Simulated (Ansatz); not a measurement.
Relaxation of a periodic cell of 13 atoms, LiZn$_{12}$ (host Zn, host structure hcp, interstitial Li), to a largest force component of 0.08 eV/Å in at most 25 steps.

Method: DFT PBE, scalar-relativistic, plane waves, PAW (Ansatz). Settings: accuracy low, cutoff 420 eV, k mesh 2x2x2, fermi-dirac smearing 0.15 eV, no spin polarisation.

```xyz
13
Lattice="5.3200 0.0000 0.0000 -3.9900 6.9109 0.0000 0.0000 0.0000 4.9370" Properties=species:S:1:pos:R:3
Zn 0.000 0.000 0.000
Zn 0.000 1.536 2.468
Zn -1.330 2.304 0.000
Zn -1.330 3.839 2.468
Zn -2.660 4.607 0.000
Zn -2.660 6.143 2.468
Zn 2.660 0.000 0.000
Zn 2.660 1.536 2.468
Zn 1.330 2.304 0.000
Zn 1.330 3.839 2.468
Zn 0.000 4.607 0.000
Zn 0.000 6.143 2.468
Li 2.679 0.035 3.221
```

Where does it end, and by what steps?

The forces met the threshold. The threshold is loose, so the end isn't yet a minimum. The force dipped under the threshold on the way, but the program's further checks kept it going. Limits of this set-up: coarse k mesh, low accuracy level. After 9 steps the energy has fallen by 6.354 eV; Zn7 moved furthest, 0.83 Å. Parted: Zn6–Zn8.

| step | energy less start (eV) | largest force component (eV/Å) | accepted |
| --- | --- | --- | --- |
| 0 | 0.0000 | 6.506 | yes |
| 1 | -2.1944 | 4.769 | yes |
| 2 | -4.3624 | 3.289 | yes |
| 3 | -5.4344 | 1.651 | yes |
| 4 | -5.8870 | 0.698 | yes |
| 5 | -6.0475 | 0.272 | yes |
| 6 | -6.2111 | 0.217 | yes |
| 7 | -6.3063 | 0.190 | yes |
| 8 | -6.3539 | 0.067 | yes |
| 9 | -6.3539 | 0.067 | yes |

```xyz
13
Lattice="5.3200 0.0000 0.0000 -3.9900 6.9109 0.0000 0.0000 0.0000 4.9370" Properties=species:S:1:pos:R:3
Zn 0.012 0.095 0.002
Zn 0.092 1.393 2.375
Zn -1.384 2.343 -0.485
Zn -1.207 3.971 2.310
Zn -2.524 4.698 -0.312
Zn -3.005 5.768 2.082
Zn 2.888 -0.299 0.745
Zn 2.973 1.859 1.870
Zn 1.247 2.349 0.112
Zn 1.327 3.570 2.719
Zn 0.149 4.551 0.101
Zn 0.023 6.092 2.934
Li 2.090 0.503 3.579
```

Whether the end is a true minimum wasn't checked by a vibrational analysis.

Time of the run: 77 s on 1 thread of Arm Neoverse V2 (shared host), peak memory 0.48 GiB.
